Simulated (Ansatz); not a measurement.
# Ta: how the settings move a relaxation

Question: which choices in the input matter for Ta?

Computed with Ansatz 0.2.0 (reference: DFT, PBE, PAW with Ansatz's default frozen-core files, scalar-relativistic, unless a step's input says otherwise).

### Step 1. The structure to begin with

It takes space group Im-3m (No. 229, cubic). Conventional cell: a = 3.303 Å, b = 3.303 Å, c = 3.303 Å, α = 90.00°, β = 90.00°, γ = 90.00°. Around Ta (site symmetry m-3m) lie 8 Ta at 2.86 Å.

As a file:

```cif
data_structure
_symmetry_space_group_name_H-M 'Im-3m'
_symmetry_Int_Tables_number 229
_cell_length_a 3.3026
_cell_length_b 3.3026
_cell_length_c 3.3026
_cell_angle_alpha 90.000
_cell_angle_beta 90.000
_cell_angle_gamma 90.000
_cell_volume 36.02
loop_
_atom_site_label
_atom_site_type_symbol
_atom_site_symmetry_multiplicity
_atom_site_Wyckoff_symbol
_atom_site_fract_x
_atom_site_fract_y
_atom_site_fract_z
_atom_site_occupancy
Ta1 Ta 2 a 0.00000 0.00000 0.00000 1
```

### Step 2. Baseline

File input.yaml:

```yaml
crystal:
  lattice:
    - [-1.65128, 1.65128, 1.65128]
    - [1.65128, -1.65128, 1.65128]
    - [1.65128, 1.65128, -1.65128]
  atoms:
    - { symbol: Ta, position: [0.0, 0.0, 0.0] }
kpoints:
  mp_grid: { grid: [14, 14, 14] }
scf:
  occupations: { method: fermi_dirac, width: 0.05 }
hamiltonian:
  xc: pbe
  pseudopotentials: { kind: paw }
output:
  forces: true
  stress: true
  efg: { contact_densities: true }
relax:
  f_tol: 0.005
  max_steps: 80
  cell: {}
```

On the command line:

```sh
$ ansatz run input.yaml --threads 1 --pin off --max-ram 2048MiB --backend cpu --events-out ev --progress --plain --runs-dir out
```

### Step 3. Variant: dispersion d4

Changes to input.yaml since step 2:

```diff
@@ -14,2 +14,3 @@
   pseudopotentials: { kind: paw }
+  dispersion: d4
 output:
```

### Step 4. Changing settings: hubbard.sites [{species: Ta, l: d, u_eff: 8.0}], hubbard.double_counting amf

Changes to input.yaml since step 2:

```diff
@@ -14,2 +14,3 @@
   pseudopotentials: { kind: paw }
+  hubbard: { sites: [{ species: Ta, l: d, u_eff: 8.0 }], double_counting: amf }
 output:
```

Before running it: what results should come out? Wanted: for each run, ending; energy change; pressure; gap; force.

As calculated:

| run | ending | energy change | pressure (GPa) | gap (eV) | force (eV/Å) | cycles | time |
| --- | --- | --- | --- | --- | --- | --- | --- |
| reference | converged | 0 | 0.0 | 0.00 | 0.00 | 22 | 5.9 s |
| 1: dispersion d4 | converged | -317.0 meV/atom (offset of the dispersion model) | 0.0 | 0.00 | 0.00 | 16 | 5.2 s |
| 2: hubbard.sites [{species: Ta, l: d, u_eff: 8.0}], hubbard.double_counting amf | converged | -170.3 meV/atom (U changed: no physical gain or loss) | 0.0 | 0.00 | 0.00 | 67 | 20 s |

**Reading.** A changed U is a change of model: its shifts are not errors of convergence. Of the variants the dearest is «hubbard.sites [{species: Ta, l: d, u_eff: 8.0}], hubbard.double_counting amf» (20 s), the cheapest «dispersion d4» (5.2 s), on a shared host.
